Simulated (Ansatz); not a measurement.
# C2H9NOSi: one species, many methods

An exercise on one series of results from a longer session: the logs are not shown, and one member is left open.

Program: Ansatz 0.2.0, Gaussian basis. Level of theory: functionals in def2-TZVPP, the program's frozen cores in correlated methods. These are calculated values, not measurements.

Levels to be run: PBE-D4, r2SCAN-D4, PBE0-D4, B3LYP-D4, ωB97X-V, ωB97M-V, B2PLYP; CCSD(T)/def2-TZVPP; MP2/def2-QZVPP; extrapolation to the limit.

## Structure used throughout

All runs share one geometry, relaxed beforehand with PBE0-D4 in a triple-zeta def2 set.

SMILES `NCOC[SiH3]`, 14 atoms, charge 0, spin multiplicity 1.

Atoms are counted from 1 here; the program's logs count them from 0.

Bond lengths: N1–C2 1.436 Å, N1–H6 1.010 Å, N1–H7 1.008 Å, C2–O3 1.405 Å, C2–H8 1.100 Å, C2–H9 1.096 Å, O3–C4 1.413 Å, C4–Si5 1.883 Å, C4–H10 1.103 Å, C4–H11 1.098 Å, Si5–H12 1.486 Å, Si5–H13 1.489 Å, Si5–H14 1.486 Å. Angles: C2–N1–H6 112.9°, C2–N1–H7 112.9°, H6–N1–H7 109.6°, N1–C2–O3 112.1°, N1–C2–H8 108.1°, N1–C2–H9 114.0°, O3–C2–H8 109.9°, O3–C2–H9 104.1°, H8–C2–H9 108.6°, C2–O3–C4 113.4°, O3–C4–Si5 108.7°, O3–C4–H10 110.6°, O3–C4–H11 110.7°, Si5–C4–H10 110.0°, Si5–C4–H11 109.9°, H10–C4–H11 106.9°, C4–Si5–H12 110.5°, C4–Si5–H13 108.5° and more.

The first run:

in.yaml reads:

```yaml
crystal:
  periodic: [false, false, false]
  atoms:
    - {symbol: N, position_ang: [-1.024215, 1.713724, 0.924780]}
    - {symbol: C, position_ang: [-1.353979, 0.924783, -0.228823]}
    - {symbol: O, position_ang: [-0.239691, 0.230056, -0.729816]}
    - {symbol: C, position_ang: [0.266621, -0.739698, 0.164250]}
    - {symbol: Si, position_ang: [1.842998, -1.467286, -0.565128]}
    - {symbol: H, position_ang: [-0.677599, 2.631491, 0.686619]}
    - {symbol: H, position_ang: [-1.790419, 1.799265, 1.574670]}
    - {symbol: H, position_ang: [-2.140511, 0.212097, 0.058568]}
    - {symbol: H, position_ang: [-1.709564, 1.511109, -1.083208]}
    - {symbol: H, position_ang: [-0.475305, -1.538059, 0.331059]}
    - {symbol: H, position_ang: [0.479847, -0.291368, 1.143230]}
    - {symbol: H, position_ang: [2.876572, -0.412237, -0.727784]}
    - {symbol: H, position_ang: [2.356335, -2.509385, 0.366610]}
    - {symbol: H, position_ang: [1.576010, -2.093693, -1.886228]}
basis:
  gaussian: {orbitals: def2-TZVPP}
hamiltonian: {xc: pbe, dispersion: d4}
output: {forces: true, orbitals: {seedname: orbitals}}
```

On the command line:

```console
ansatz run in.yaml --threads 4 --pin off --events-out ev --progress --plain --max-ram 10444MiB
```

Steps of the session up to this table: PBE-D4 (GGA); r2SCAN-D4 (meta-GGA); PBE0-D4 (hybrid); B3LYP-D4 (hybrid); ωB97X-V (range-separated); ωB97M-V (range-separated); B2PLYP (double hybrid); CCSD(T) in def2-TZVPP; MP2 in def2-QZVPP.

One table of the session follows, with a row left open; its other results are not shown here.

It belongs to the step «Atomisation energies». 

```
            method  atomisation energy (kJ/mol)
            PBE-D4                       5003.4
         r2SCAN-D4                       4915.9
           PBE0-D4                       4917.7
          B3LYP-D4                       4934.2
           ωB97X-V                       4949.1
           ωB97M-V                       4942.7
            B2PLYP                       4870.6
     HF/def2-TZVPP                       3511.7
    MP2/def2-TZVPP                       4833.3
   CCSD/def2-TZVPP                            ?
CCSD(T)/def2-TZVPP                       4793.9
           MP2/CBS                       4966.2
       CCSD(T)/CBS                       4926.8
```

Estimate the missing values for CCSD/def2-TZVPP.

**Answer.** atomisation energy (kJ/mol): 4728.0. In the column «atomisation energy (kJ/mol)» it lies between HF/def2-TZVPP (3511.7) and CCSD(T)/def2-TZVPP (4793.9).

To keep in mind: Free atoms (1 N, 2 C, 1 O, 1 Si, 9 H) were run apart at each level; the atomisation energy is their sum less the molecule, without zero-point or spin-orbit terms.
